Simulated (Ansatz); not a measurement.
# CH₂BrF (SMILES FCBr): functionals against CCSD(T) at one geometry

Aim: energy, forces and dipole at a structure displaced at random from a GFN2-xTB minimum, from CCSD(T) and from density functionals.

The runs use Ansatz 0.2.0, Gaussian basis; single points in def2-TZVPP.

Correlated methods freeze the cores. Filled d shells of the heavier atoms are correlated.

### 1 Starting geometry

5 atoms, charge 0, spin multiplicity 1.

Atoms are counted from 1 here; the program's logs count them from 0.

Bond lengths: F1–C2 1.323 Å, C2–Br3 1.916 Å, C2–H4 1.125 Å, C2–H5 1.099 Å. Angles: F1–C2–Br3 112.6°, F1–C2–H4 104.7°, F1–C2–H5 107.4°, Br3–C2–H4 108.6°, Br3–C2–H5 110.7°, H4–C2–H5 112.8°.

As a file:

```
F     0.6813    1.1431    0.1715
C     0.1270   -0.0541    0.0730
Br   -1.5332   -0.0196   -0.8833
H     0.8676   -0.6632   -0.5154
H    -0.0211   -0.4338    1.0940
```

### 2 CCSD(T)/def2-TZVPP

The input, run/in.yaml:

```yaml
crystal:
  periodic: [false, false, false]
  atoms:
    - {symbol: F, position_ang: [0.681300, 1.143100, 0.171500]}
    - {symbol: C, position_ang: [0.127000, -0.054100, 0.073000]}
    - {symbol: Br, position_ang: [-1.533200, -0.019600, -0.883300]}
    - {symbol: H, position_ang: [0.867600, -0.663200, -0.515400]}
    - {symbol: H, position_ang: [-0.021100, -0.433800, 1.094000]}
basis:
  gaussian: {orbitals: def2-TZVPP}
correlation: {method: ccsd_t}
output: {forces: true}
```

No record of the launch command was kept for these runs.

### 3 PBE0-D4/def2-TZVPP

Changes to run/in.yaml since step 2:

```diff
@@ -10,3 +10,3 @@
   gaussian: {orbitals: def2-TZVPP}
-correlation: {method: ccsd_t}
-output: {forces: true}
+hamiltonian: {xc: pbe0, dispersion: d4}
+output: {forces: true, orbitals: {seedname: orbitals}}
```

### 4 wB97M-V/def2-TZVPP

Changes to run/in.yaml since step 3:

```diff
@@ -10,3 +10,3 @@
   gaussian: {orbitals: def2-TZVPP}
-hamiltonian: {xc: pbe0, dispersion: d4}
-output: {forces: true, orbitals: {seedname: orbitals}}
+hamiltonian: {xc: {name: wB97M-V}}
+output: {forces: true}
```

### 5 r2SCAN-D4/def2-TZVPP

Changes to run/in.yaml since step 4:

```diff
@@ -10,3 +10,3 @@
   gaussian: {orbitals: def2-TZVPP}
-hamiltonian: {xc: {name: wB97M-V}}
+hamiltonian: {xc: r2scan, dispersion: d4}
 output: {forces: true}
```

### 6 PBE-D4/def2-TZVPP

Changes to run/in.yaml since step 5:

```diff
@@ -10,3 +10,3 @@
   gaussian: {orbitals: def2-TZVPP}
-hamiltonian: {xc: r2scan, dispersion: d4}
+hamiltonian: {xc: pbe, dispersion: d4}
 output: {forces: true}
```

### 7 HSE06-D4/def2-TZVPP

Changes to run/in.yaml since step 6:

```diff
@@ -10,3 +10,3 @@
   gaussian: {orbitals: def2-TZVPP}
-hamiltonian: {xc: pbe, dispersion: d4}
+hamiltonian: {xc: hse06, dispersion: d4}
 output: {forces: true}
```

### 8 B97M-V/def2-TZVPP

Changes to run/in.yaml since step 7:

```diff
@@ -10,3 +10,3 @@
   gaussian: {orbitals: def2-TZVPP}
-hamiltonian: {xc: hse06, dispersion: d4}
+hamiltonian: {xc: {name: B97M-V}}
 output: {forces: true}
```

(Steps that only read results are left out.)

**Question.** What will these runs give? Wanted: energy less free atoms, CCSD(T)/def2-TZVPP; RMS force component; RMS force error; HOMO and LUMO, PBE0-D4; T1 diagnostic.

**Answer**, as computed:

| quantity | value |
| --- | --- |
| energy less free atoms, CCSD(T)/def2-TZVPP | -1577.4 kJ/mol |
| RMS force component | 0.770 to 0.899 eV/Å over the methods |
| RMS force error | PBE0-D4 0.147, wB97M-V 0.028, r2SCAN-D4 0.088, PBE-D4 0.192, HSE06-D4 0.151, B97M-V 0.130 eV/Å |
| HOMO and LUMO, PBE0-D4 | -8.27 and -0.05 eV |
| T1 diagnostic | 0.009 |

Against CCSD(T) the functionals' energies less atoms differ by -99.8 to -37.3 kJ/mol, PBE-D4 by -99.8 kJ/mol. CCSD(T) in triple zeta still lacks some correlation energy of the bonds, so part of these gaps is its own basis error and they don't rank the functionals. On forces the order runs from wB97M-V to PBE-D4. Frozen-core CCSD(T) forces in triple zeta carry basis errors of their own, and this is one geometry, so small gaps rank nothing.
